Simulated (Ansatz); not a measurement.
# CH₃AlClFSi: a ladder of functionals and wavefunction methods

The task here is to estimate one member of a computed series from the others.

Computed with Ansatz 0.2.0, Gaussian basis. Level: functionals in def2-TZVPP, the program's frozen cores in correlated methods.

Levels to be run: LDA (SPW92), PBE-D4, revPBE-D4, BLYP-D4, r2SCAN-D4, B97M-V, PBE0-D4, B3LYP-D4, r2SCANh-D4, r2SCAN0-D4, HSE06-D4, BHLYP-D4, CAM-B3LYP-D4, LC-ωPBE, ωB97X-V, ωB97M-V, B2PLYP, PBE-QIDH; CCSD(T)/def2-SVP; CCSD(T)/def2-TZVPP; MP2/def2-QZVPP; extrapolation to the limit; RPA on PBE.

### The geometry

All runs share one geometry, relaxed beforehand with PBE0-D4 in a triple-zeta def2 set.

SMILES `F[Si]1(Cl)[CH2][AlH]1`, 8 atoms, charge 0, spin multiplicity 1.

Atoms are counted from 1 here; the program's logs count them from 0.

Bond lengths: F1–Si2 1.597 Å, Si2–Cl3 2.059 Å, Si2–C4 1.862 Å, Si2–Al5 2.322 Å, C4–Al5 1.979 Å, C4–H6 1.109 Å, C4–H7 1.089 Å, Al5–H8 1.582 Å. Angles: F1–Si2–Cl3 106.5°, F1–Si2–C4 118.5°, F1–Si2–Al5 137.5°, Cl3–Si2–C4 111.0°, Cl3–Si2–Al5 114.8°, C4–Si2–Al5 55.1°, Si2–C4–Al5 74.3°, Si2–C4–H6 105.8°, Si2–C4–H7 126.9°, Al5–C4–H6 98.2°, Al5–C4–H7 135.5°, H6–C4–H7 109.3°, Si2–Al5–C4 50.5°, Si2–Al5–H8 167.5°, C4–Al5–H8 141.5°.

The first run:

Contents of in.yaml:

```yaml
crystal:
  periodic: [false, false, false]
  atoms:
    - {symbol: F, position_ang: [0.400404, -1.069445, 2.206363]}
    - {symbol: Si, position_ang: [0.434667, -0.811590, 0.630873]}
    - {symbol: Cl, position_ang: [2.270609, -1.467675, -0.030083]}
    - {symbol: C, position_ang: [0.074195, 0.903309, 0.001921]}
    - {symbol: Al, position_ang: [-1.081817, -0.307309, -1.053408]}
    - {symbol: H, position_ang: [-0.702030, 1.315050, 0.678027]}
    - {symbol: H, position_ang: [0.799956, 1.682001, -0.229039]}
    - {symbol: H, position_ang: [-2.103785, -0.301540, -2.260354]}
basis:
  gaussian: {orbitals: def2-TZVPP}
hamiltonian: {xc: lda}
output: {orbitals: {seedname: orbitals}}
```

Steps of the session up to this table: LDA; PBE-D4 (GGA); revPBE-D4 (GGA); BLYP-D4 (GGA); r2SCAN-D4 (meta-GGA); B97M-V (meta-GGA); PBE0-D4 (hybrid); B3LYP-D4 (hybrid); r2SCANh-D4 (hybrid); r2SCAN0-D4 (hybrid); HSE06-D4 (hybrid); BHLYP-D4 (hybrid); CAM-B3LYP-D4 (range-separated); LC-ωPBE (range-separated); ωB97X-V (range-separated); ωB97M-V (range-separated); B2PLYP (double hybrid); PBE-QIDH (double hybrid).

One of the session's tables, all rows but one given; the rest of the session is left out.

It belongs to the step «Frontier levels by functional». 

| functional | HOMO (eV) | LUMO (eV) | gap (eV) |
| --- | --- | --- | --- |
| LDA (SPW92) | -5.61 | -3.19 | 2.42 |
| PBE-D4 | -5.50 | -2.95 | 2.55 |
| revPBE-D4 | -5.45 | -2.85 | 2.61 |
| BLYP-D4 | ? | ? | ? |
| r2SCAN-D4 | -5.70 | -2.72 | 2.98 |
| B97M-V | -5.71 | -2.83 | 2.89 |
| PBE0-D4 | -6.52 | -2.20 | 4.32 |
| B3LYP-D4 | -6.35 | -2.36 | 3.99 |
| r2SCANh-D4 | -6.07 | -2.45 | 3.62 |
| r2SCAN0-D4 | -6.64 | -2.07 | 4.58 |
| HSE06-D4 | -6.13 | -2.57 | 3.56 |
| BHLYP-D4 | -7.46 | -1.37 | 6.09 |
| CAM-B3LYP-D4 | -7.75 | -1.20 | 6.56 |
| LC-ωPBE | -8.97 | -0.15 | 8.82 |
| ωB97X-V | -8.69 | -0.24 | 8.44 |
| ωB97M-V | -8.47 | -0.49 | 7.98 |

Estimate the missing values for BLYP-D4.

Worked estimate for «HOMO (eV)». Against the share of exact exchange, B3LYP-D4 (0.2, -6.35), BHLYP-D4 (0.5, -7.46) give a slope of -3.70 per unit share; at 0 the line stands at -5.61.

As computed: HOMO (eV): -5.38; LUMO (eV): -2.79; gap (eV): 2.58. In «HOMO (eV)» the line misses by -0.23.
